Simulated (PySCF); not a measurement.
**CaN: bond curves at several levels of theory**

What are the lowest state that PBE0 finds, the bond length, vibrational wavenumber and bond energy of CaN, and how much do these hang on the method?

Method: Ca aug-pcseg-1, N aug-pcseg-1, no relativity; program: PySCF 2.14.0.

## (1) Input

Settings of the job:

```json
{
  "atoms": "Ca, N",
  "charge": "0",
  "basis": "Ca aug-pcseg-1, N aug-pcseg-1",
  "Hamiltonian": "no relativity",
  "basis functions": "56",
  "electrons treated": "27",
  "masses in u": "39.9626, 14.0031",
  "levels": "PBE0, PBE, r²SCAN, BHandHLYP, PW91, PBEsol, HF, MP2, SCS-MP2, CCSD, CCSD(T)",
  "grid": "80 radial by 434 angular points",
  "occupations": "held fixed by the projection of orbital angular momentum",
  "dissociation limit": "Ca + N, each in its ground configuration",
  "starting distance in angstrom": "2.245",
  "values of 2S to try": "1, 3"
}
```

Launch:

```
$ OMP_NUM_THREADS=1 python dia.py task.json out
```

Further steps of the session: First curve: PBE0; Higher solutions at PBE0; PBE; r²SCAN; BHandHLYP; PW91 (GGA); PBEsol; UHF (mean field); MP2 and coupled cluster.

What does the calculation give? Wanted: for each run, Re; ωe; De; μ.

As calculated:

Lowest PBE0 solution found, without spin–orbit coupling: ⁴Σ⁻ (quartet), unpaired electrons σ ↑, π ↑↑. State 2 has its PBE0 minimum 0.05 eV higher, as a spin-mixed determinant (⟨S²⟩ = 1.76), so this is no gap between pure states. State 3 has its PBE0 minimum 0.06 eV higher, as a spin-mixed determinant (⟨S²⟩ = 1.49), so this is no gap between pure states. State 4 has its PBE0 minimum 0.26 eV higher. The other levels ran on the lowest alone.

```csv
level,Re (Å),ωe (cm⁻¹),De (eV),μ (D)
UHF,2.325,455,0.245,-4.08
UHF-MP2,2.330,430,0.82,n/a
UHF-CCSD,2.346,416,0.72,n/a
UHF-CCSD(T),2.353,404,0.77,n/a
PBE,2.251,452,1.86,-3.47
PBEsol,2.233,464,1.91,-3.42
PW91,2.248,457,1.91,-3.50
r²SCAN,2.247,470,1.76,-3.63
PBE0,2.251,467,1.54,-3.70
BHandHLYP,2.272,463,1.19,-4.13
```

De is counted to Ca + N in their ground configurations. A positive dipole means Ca(−)N(+). No constants: UHF-SCS-MP2 (fits of two degrees disagree).

Bond lengths run from 2.233 Å (PBEsol) to 2.353 Å (UHF-CCSD(T)). CCSD(T) can't serve as the judge here: for a weak bond in this basis it is far from its limit. Of the levels with a De here, UHF gives the least (0.245 eV) and PW91 the most (1.91 eV).

Correlated steps freeze 6 core orbitals.
